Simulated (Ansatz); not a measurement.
A first try at a scan of the bond length of KSi, using the Python package of Ansatz (0.2.0).

`scan_ksi.py`
```python
"""Potential curve of KSi along one bond."""

import ansatz as az
from ase.data import atomic_masses, atomic_numbers
import numpy as np


def main() -> None:
    geometry_ang = [
        ("K", [0.0, 0.0, 0.0]),
        ("Si", [0.0, 0.0, 3.06]),
    ]
    ksi = az.Crystal.molecule()
    for symbol, xyz in geometry_ang:
        ksi = ksi.atom(symbol, xyz)

    symbols = [site.symbol for site in ksi.cartesian_sites]
    start = np.array([site.position_ang for site in ksi.cartesian_sites])
    axis = (start[1] - start[0]) / np.linalg.norm(start[1] - start[0])
    moving = [1]
    lengths, energies = [2.693, 2.815, 2.938, 3.06, 3.182, 3.305, 3.427, 3.611], []
    for length in lengths:
        xyz = start.copy()
        xyz[moving] += (length - np.linalg.norm(start[1] - start[0])) * axis
        point = az.Crystal.molecule()
        for symbol, xyz in zip(symbols, xyz):
            point = point.atom(symbol, xyz.tolist())
        model = (
            point
            .basis(gaussian="def2-SVP")
            .functional("b3lyp")
            .spin("collinear", total=1)
        )
        report = model.run().report
        energies.append(report["free_energy_ev"])
        print(f"r = {length:6.3f} A  E = {energies[-1]:.5f} eV  <S^2> = {abs(report['mean_field']['state']['spin_squared']):.3f}")

    # quartic fit about the minimum
    fit = np.polynomial.Polynomial.fit(lengths, np.array(energies) - min(energies), 4).convert()
    roots = [r.real for r in fit.deriv().roots() if abs(r.imag) < 1e-9 and fit.deriv(2)(r.real) > 0]
    r_e = min(roots, key=lambda r: abs(r - lengths[int(np.argmin(energies))]))
    print(f"minimum of the fit at {r_e:.4f} A, force constant {fit.deriv(2)(r_e):.2f} eV/A^2")
    m1, m2 = (atomic_masses[atomic_numbers[s]] for s in symbols)
    mu = m1 * m2 / (m1 + m2)
    print(f"harmonic wavenumber {521.4709 * np.sqrt(fit.deriv(2)(r_e) / mu):.0f} 1/cm, rotational constant {16.857629 / (mu * r_e ** 2):.4f} 1/cm")


if __name__ == "__main__":
    main()
```

`python scan_ksi.py` gives:
```text
Traceback (most recent call last):
  File "scan_ksi.py", line 49, in <module>
    main()
    ~~~~^^
  File "scan_ksi.py", line 30, in main
    .basis(gaussian="def2-SVP")
     ^^^^^
AttributeError: 'Crystal' object has no attribute 'basis'
```

What is wrong, and how is it mended?

The fault: settings are called on the crystal, without .calculation(). Mended:

```diff
--- before
+++ after
@@ -28,3 +28,3 @@
         model = (
-            point
+            point.calculation()
             .basis(gaussian="def2-SVP")
```

After the fix:

```console
$ python scan_ksi.py
r =  2.693 A  E = -24195.41621 eV  <S^2> = 1.744
r =  2.815 A  E = -24195.59738 eV  <S^2> = 1.714
r =  2.938 A  E = -24195.70821 eV  <S^2> = 1.678
r =  3.060 A  E = -24195.76529 eV  <S^2> = 1.641
r =  3.182 A  E = -24195.78388 eV  <S^2> = 1.606
r =  3.305 A  E = -24195.77435 eV  <S^2> = 1.573
r =  3.427 A  E = -24195.74469 eV  <S^2> = 1.545
r =  3.611 A  E = -24195.67449 eV  <S^2> = 1.513
minimum of the fit at 3.1946 A, force constant 1.78 eV/A^2
harmonic wavenumber 172 1/cm, rotational constant 0.1011 1/cm
```

Total energies depend on the basis set; only differences at equal settings carry meaning. The basis set is modest, and single-reference methods fail as a bond breaks. The species is open-shell (spin multiplicity 2). The expectation value of S² is noticeably off S(S+1) in at least one run, so that state is spin-contaminated. b3lyp holds the VWN-RPA fit, as in Gaussian; the form of ORCA and Turbomole is b3lyp5. The spin state was assumed, and another may lie lower. It ran for 3.4 min on 1 thread of Arm Neoverse V1 (shared host), peak memory 0.21 GiB.

(Lines on the test bed's own set-up are left out of the output.)
